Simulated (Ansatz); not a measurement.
# O4Si4: the cost of one run

Computed with Ansatz 0.2.0 (the levels named in each step, unless a step's input says otherwise).

## 1. The starting structure

Bond lengths: O1–Si2 1.711 Å, Si2–Si3 2.482 Å, Si3–O4 1.711 Å, O1–Si5 1.680 Å, O4–Si5 1.680 Å, Si5–O6 1.641 Å, O6–Si7 1.663 Å, Si5–O8 1.641 Å, Si7–O8 1.663 Å. Angles (14 of 19 angles, heavy atoms first): O1–Si2–Si3 93.3°, Si2–O1–Si5 123.7°, Si2–Si3–O4 93.3°, Si3–O4–Si5 123.7°, O1–Si5–O4 105.9°, O1–Si5–O6 114.8°, O1–Si5–Si7 127.1°, O1–Si5–O8 114.8°, O4–Si5–O6 114.8°, O4–Si5–Si7 127.1°, O4–Si5–O8 114.8°, O6–Si5–Si7 45.9°, O6–Si5–O8 91.9°, Si7–Si5–O8 45.9°.

As a file:

```xyz
8

O    -0.3799    1.3924   -0.0548
Si   -2.0800    1.4861   -0.2228
Si   -2.3613   -0.9801   -0.2195
O    -0.6838   -1.2713   -0.0512
Si    0.4691   -0.0534    0.0467
O     1.7130   -0.1968   -1.0144
Si    2.7578   -0.3142    0.2747
O     1.4826   -0.1673    1.3326
```

## 2. A rough first relaxation, PBE-D4/def2-SVP

input.yaml reads:

```yaml
crystal:
  periodic: [false, false, false]
  atoms:
    - { symbol: O, position_ang: [-0.37994, 1.39245, -0.05477] }
    - { symbol: Si, position_ang: [-2.08, 1.48612, -0.22285] }
    - { symbol: Si, position_ang: [-2.36133, -0.98009, -0.21949] }
    - { symbol: O, position_ang: [-0.68379, -1.27126, -0.05117] }
    - { symbol: Si, position_ang: [0.4691, -0.05344, 0.04672] }
    - { symbol: O, position_ang: [1.71298, -0.19677, -1.01436] }
    - { symbol: Si, position_ang: [2.75779, -0.31422, 0.27467] }
    - { symbol: O, position_ang: [1.48258, -0.16732, 1.33262] }
magnetization:
  spin_polarized: true
  initial_magnetization: 1
total_charge: 1
basis:
  gaussian: { orbitals: def2-SVP }
hamiltonian:
  xc: pbe
  dispersion: d4
relax:
  f_tol: 0.03
  max_steps: 200
```

Run with:

```bash
> ansatz run input.yaml --threads 4 --pin off --max-ram 10240MiB --backend cpu --events-out ev --progress --plain --runs-dir out
```

What time and memory should one allow on 4 threads of Arm Neoverse V2, shared host?

About 33 s, with a peak of 0.39 GiB.
